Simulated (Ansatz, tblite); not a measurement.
**[5.6]paracyclophane (C₂₃H₃₀): rung by rung**

An exercise on one series of results from a longer session: the logs are not shown, and one member is left open.

Method: as each input shows; program: Ansatz 0.2.0, Gaussian basis.

Levels to be run: GFN1-xTB, GFN2-xTB, PBE-D4/def2-TZVP, r2SCAN-D4/def2-TZVP, BHLYP-D4/def2-TZVP, LC-ωPBE/def2-TZVP, PBE-D4/def2-SVP, PBE0-D4/def2-SVP, HF/STO-3G, HF/6-31G, B3LYP-D4/6-31G, MP2/def2-SVP, RPA/def2-SVP.

## The structure

The singlet was relaxed beforehand with PBE-D4/def2-SVP.

SMILES `c1cc2ccc1CCCCCCc1ccc(cc1)CCCCC2`, 53 atoms, charge 0, spin multiplicity 1.

Bond lengths: C1–C2 1.402 Å, C1–C6 1.408 Å, C1–H24 1.102 Å, C2–C3 1.408 Å, C2–H25 1.102 Å, C3–C4 1.410 Å, C3–C23 1.514 Å, C4–C5 1.400 Å, C4–H26 1.102 Å, C5–C6 1.410 Å, C5–H27 1.103 Å, C6–C7 1.511 Å, C7–C8 1.542 Å, C7–H28 1.112 Å, C7–H29 1.110 Å, C8–C9 1.534 Å, C8–H30 1.113 Å, C8–H31 1.112 Å and more. Angles: C2–C1–C6 121.1°, C2–C1–H24 119.5°, C6–C1–H24 119.4°, C1–C2–C3 121.3°, C1–C2–H25 119.5°, C3–C2–H25 119.2°, C2–C3–C4 117.6°, C2–C3–C23 121.2°, C4–C3–C23 121.1°, C3–C4–C5 121.1°, C3–C4–H26 119.6°, C5–C4–H26 119.3°, C4–C5–C6 121.3°, C4–C5–H27 119.5°, C6–C5–H27 119.2°, C1–C6–C5 117.6°, C1–C6–C7 121.5°, C5–C6–C7 120.9° and more.

PBE0-D4/def2-TZVP was run before; its log isn't repeated, and its numbers join the tables.

The first run:

Tight binding, by tblite at 300 K electronic temperature and without a spin-polarisation term:

```python
tblite.interface.Calculator('GFN1-xTB', numbers, positions, charge=0, uhf=0).singlepoint()
```

Tight binding, by tblite at 300 K electronic temperature and without a spin-polarisation term:

```python
tblite.interface.Calculator('GFN2-xTB', numbers, positions, charge=0, uhf=0).singlepoint()
```

start.molden holds the orbitals of an earlier run on this state, given as this run's starting guess.

Input file in.yaml:

```yaml
crystal:
  periodic: [false, false, false]
  atoms:
    - {symbol: C, position_ang: [-2.354344, 0.471323, 1.127480]}
    - {symbol: C, position_ang: [-1.858251, 1.782735, 1.116835]}
    - {symbol: C, position_ang: [-1.837829, 2.547684, -0.064767]}
    - {symbol: C, position_ang: [-2.325926, 1.944771, -1.242083]}
    - {symbol: C, position_ang: [-2.813710, 0.632315, -1.233599]}
    - {symbol: C, position_ang: [-2.840597, -0.131049, -0.048459]}
    - {symbol: C, position_ang: [-3.354630, -1.552261, -0.053053]}
    - {symbol: C, position_ang: [-2.275905, -2.626492, -0.300597]}
    - {symbol: C, position_ang: [-1.219983, -2.736342, 0.806530]}
    - {symbol: C, position_ang: [-0.358758, -4.005045, 0.709338]}
    - {symbol: C, position_ang: [0.647212, -4.073004, -0.456571]}
    - {symbol: C, position_ang: [2.060914, -3.537419, -0.143920]}
    - {symbol: C, position_ang: [2.206240, -2.042126, 0.037543]}
    - {symbol: C, position_ang: [2.458332, -1.206191, -1.068766]}
    - {symbol: C, position_ang: [2.679009, 0.168171, -0.907307]}
    - {symbol: C, position_ang: [2.646193, 0.767707, 0.367788]}
    - {symbol: C, position_ang: [2.352100, -0.060481, 1.469403]}
    - {symbol: C, position_ang: [2.143476, -1.437735, 1.309390]}
    - {symbol: C, position_ang: [2.923889, 2.243725, 0.553559]}
    - {symbol: C, position_ang: [1.679217, 3.148768, 0.464115]}
    - {symbol: C, position_ang: [1.023261, 3.168965, -0.918898]}
    - {symbol: C, position_ang: [-0.128746, 4.171408, -1.063422]}
    - {symbol: C, position_ang: [-1.294049, 3.960262, -0.076342]}
    - {symbol: H, position_ang: [-2.372584, -0.094420, 2.072473]}
    - {symbol: H, position_ang: [-1.485624, 2.230120, 2.052875]}
    - {symbol: H, position_ang: [-2.330850, 2.516579, -2.184156]}
    - {symbol: H, position_ang: [-3.197386, 0.189347, -2.167542]}
    - {symbol: H, position_ang: [-3.851391, -1.766211, 0.918465]}
    - {symbol: H, position_ang: [-4.138452, -1.651014, -0.833262]}
    - {symbol: H, position_ang: [-2.789514, -3.608594, -0.406429]}
    - {symbol: H, position_ang: [-1.787455, -2.430142, -1.280277]}
    - {symbol: H, position_ang: [-0.579153, -1.829555, 0.814794]}
    - {symbol: H, position_ang: [-1.743081, -2.747766, 1.789303]}
    - {symbol: H, position_ang: [0.194756, -4.149571, 1.664014]}
    - {symbol: H, position_ang: [-1.047079, -4.876789, 0.638711]}
    - {symbol: H, position_ang: [0.766248, -5.135081, -0.760753]}
    - {symbol: H, position_ang: [0.241622, -3.552621, -1.351773]}
    - {symbol: H, position_ang: [2.432343, -4.050171, 0.770097]}
    - {symbol: H, position_ang: [2.736904, -3.852592, -0.967160]}
    - {symbol: H, position_ang: [2.517607, -1.649337, -2.076445]}
    - {symbol: H, position_ang: [2.911756, 0.787467, -1.788296]}
    - {symbol: H, position_ang: [2.317118, 0.378969, 2.479797]}
    - {symbol: H, position_ang: [1.954638, -2.063980, 2.196239]}
    - {symbol: H, position_ang: [3.662558, 2.574487, -0.209059]}
    - {symbol: H, position_ang: [3.406512, 2.397470, 1.541714]}
    - {symbol: H, position_ang: [1.974200, 4.183944, 0.748619]}
    - {symbol: H, position_ang: [0.942607, 2.815733, 1.226807]}
    - {symbol: H, position_ang: [0.653256, 2.149868, -1.163422]}
    - {symbol: H, position_ang: [1.797229, 3.403971, -1.683677]}
    - {symbol: H, position_ang: [0.254308, 5.208771, -0.939018]}
    - {symbol: H, position_ang: [-0.515977, 4.119026, -2.104210]}
    - {symbol: H, position_ang: [-0.973445, 4.229824, 0.951521]}
    - {symbol: H, position_ang: [-2.108756, 4.672582, -0.334148]}
basis:
  gaussian: {orbitals: def2-TZVP, fitting: {mean_field: def2-universal-jkfit}, initial_orbitals: start.molden}
hamiltonian: {xc: pbe, dispersion: d4}
scf: {omitted_lower_state_checks: [starts]}
output: {forces: true, orbitals: {seedname: orbitals}}
```

On the command line:

```
ansatz run in.yaml --threads 4 --pin off --events-out ev --progress --plain --max-ram 46080MiB --backend cuda --devices 0, --max-vram 37GiB
```

Steps of the session up to this table: PBE-D4/def2-TZVP; r2SCAN-D4/def2-TZVP; BHLYP-D4/def2-TZVP; LC-ωPBE/def2-TZVP; PBE-D4/def2-SVP; PBE0-D4/def2-SVP; HF/STO-3G; HF/6-31G; B3LYP-D4/6-31G; MP2/def2-SVP; RPA/def2-SVP.

One of the session's tables, all rows but one given; the rest of the session is left out.

It belongs to the step «Binding energy». 

| level | binding an atom (eV) |
| --- | --- |
| HF/STO-3G | 4.259 |
| HF/6-31G | 3.374 |
| HF/def2-SVP | 3.589 |
| PBE-D4/def2-SVP | 4.892 |
| PBE-D4/def2-TZVP | 4.826 |
| r2SCAN-D4/def2-TZVP | 4.710 |
| B3LYP-D4/6-31G | 4.634 |
| PBE0-D4/def2-SVP | 4.824 |
| PBE0-D4/def2-TZVP | ? |
| BHLYP-D4/def2-TZVP | 4.563 |
| LC-ωPBE/def2-TZVP | 4.688 |
| MP2/def2-SVP | 4.613 |

Q: Estimate the row for PBE0-D4/def2-TZVP from the others.

**Answer.** binding an atom (eV): 4.754. In the column «binding an atom (eV)» it lies between r2SCAN-D4/def2-TZVP (4.710) and PBE0-D4/def2-SVP (4.824).

Caveats from the session: Free atoms were run apart at each level; binding is atoms less cluster, divided by the number of atoms, without zero-point or spin-orbit terms.
